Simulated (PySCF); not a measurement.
Runs of PySCF 2.14.0 on AsH3. The cell holds a molecule in a box, 4 atoms: a = 12.000 Å, b = 11.000 Å, c = 11.000 Å, α = 90.00°, β = 90.00°, γ = 90.00°. 

```csv
task,level,conv_tol,grid for exchange and correlation,three-centre integrals,frozen core bands,exxdiv,gap on the mesh (eV)
atomic charges,SOGGA11,1e-07 Ha,"Becke, atom-centred",read from an earlier run's file,-,-,6.66
atomic charges,HLE16,1e-07 Ha,"Becke, atom-centred",read from an earlier run's file,-,-,7.13
atomic charges,PBE,1e-07 Ha,"Becke, atom-centred",-,-,-,(b)
excitation energies (Tamm-Dancoff),PBE0,1e-08 Ha,"Becke, atom-centred",read from an earlier run's file,9,ewald,8.85
CCSD(T) correlation energy,HF,1e-08 Ha,-,read from an earlier run's file,9,ewald,15.15
atomic charges,HSE03,1e-07 Ha,"Becke, atom-centred",read from an earlier run's file,-,ewald,8.07
MP2 correlation energy,HF,1e-08 Ha,-,read from an earlier run's file,9,ewald,15.15
atomic charges,r2SCAN0+D4,1e-07 Ha,"Becke, atom-centred",read from an earlier run's file,-,ewald,(a)
```

Alike in all rows: potentials or basis pob-tzvp-rev2 (all-electron); no spin polarisation; cell as given; k mesh 1 × 1 × 1; smearing fixed.

Question: Estimate the missing entries.

Answer: (a) 9.18; (b) 6.71.

Caveats: this is a molecule in a periodic box at the Γ point, so its band gap is the HOMO-LUMO gap; relativity is left out, which matters for the heavier elements; the basis of atomic orbitals isn't converged, which shifts pressures, moduli and gaps; the basis is small and the box finite, so much correlation energy is missing and levels can be off by tenths of an eV (some runs); the iterative solver can pass over a root and still report convergence (some runs); this program's HSE differs a little from the usual definition (some runs).

A k mesh can miss the band edges, and the runs leave out spin-orbit coupling on As.
